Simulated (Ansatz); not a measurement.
# CdH3NO, SMILES [NH2][Cd][OH]: vertical and adiabatic energies of changing the electron count

Program: Ansatz 0.2.0, Python API.

Run as a notebook:

```python
import ansatz as az
import numpy as np
```

```python
GEOMETRY = """
N    -1.03570    0.15900   -1.09480
Cd    0.47900   -0.91300   -0.22890
O     1.43990   -0.52470    1.01830
H    -0.37150    1.03060   -0.97910
H    -1.43440   -0.06400   -0.17630
H     0.96460    0.24810    1.41470
"""
```

```python
cdh3no = az.Crystal.molecule()
for line in GEOMETRY.strip().splitlines():
    symbol, *xyz = line.split()
    cdh3no = cdh3no.atom(symbol, [float(v) for v in xyz])

calc = (
    cdh3no.calculation()
    .basis(gaussian="def2-SVP")
    .functional("pbe", dispersion="d4")
)
symbols = [site.symbol for site in cdh3no.cartesian_sites]
start = np.array([site.position_ang for site in cdh3no.cartesian_sites], dtype=float)
data = calc.relax(force_tolerance=0.01).run(threads=1, backend="cpu").report
end = np.array(data["positions_ang"])
```

```python
minimum = az.Crystal.molecule()
for symbol, place in zip(symbols, end):
    minimum = minimum.atom(symbol, place.tolist())
ion = (
    minimum.calculation()
    .basis(gaussian="def2-SVP")
    .functional("pbe", dispersion="d4")
    .charge(1)
    .spin("collinear", total=1)
)
vertical = ion.run(threads=1, backend="cpu").report
settled = ion.relax(force_tolerance=0.01, max_steps=80).run(threads=1, backend="cpu").report
print(f"vertical ionisation energy   {vertical['free_energy_ev'] - data['free_energy_ev']:.3f} eV")
print(f"adiabatic, no zero point     {settled['free_energy_ev'] - data['free_energy_ev']:.3f} eV")
print(f"relaxation energy of the ion {vertical['free_energy_ev'] - settled['free_energy_ev']:.3f} eV")
ionised = np.array(settled["positions_ang"])
print("final positions (A) and the move of each atom")
for symbol, xyz, old in zip(symbols, ionised, end):
    print(f"{symbol:2s} {xyz[0]:10.5f} {xyz[1]:10.5f} {xyz[2]:10.5f}   {np.linalg.norm(xyz - old):7.4f}")
```

    vertical ionisation energy   8.967 eV
    adiabatic, no zero point     8.372 eV
    relaxation energy of the ion 0.595 eV
    final positions (A) and the move of each atom
    N    -1.13832    0.30042   -1.02435    0.3104
    Cd    0.30727   -0.18615    0.33046    0.1931
    O     1.59113   -0.81156    1.68460    0.4496
    H    -1.10721    1.12649   -1.64434    0.1571
    H    -2.00181   -0.24528   -1.18211    0.5134
    H     2.39085   -0.24792    1.78964    0.5643

Reading the output:
- The energies are electronic: no zero-point or thermal terms, and the basis set is short of its limit. The product may relax into another structure. The relaxation finds the nearest minimum, so the adiabatic value is an upper bound.
- def2 sets replace the cores of elements past krypton by effective core potentials.
- It ran for 80 s on 1 thread of Arm Neoverse V1, with other jobs on the host, peak memory 0.25 GiB.
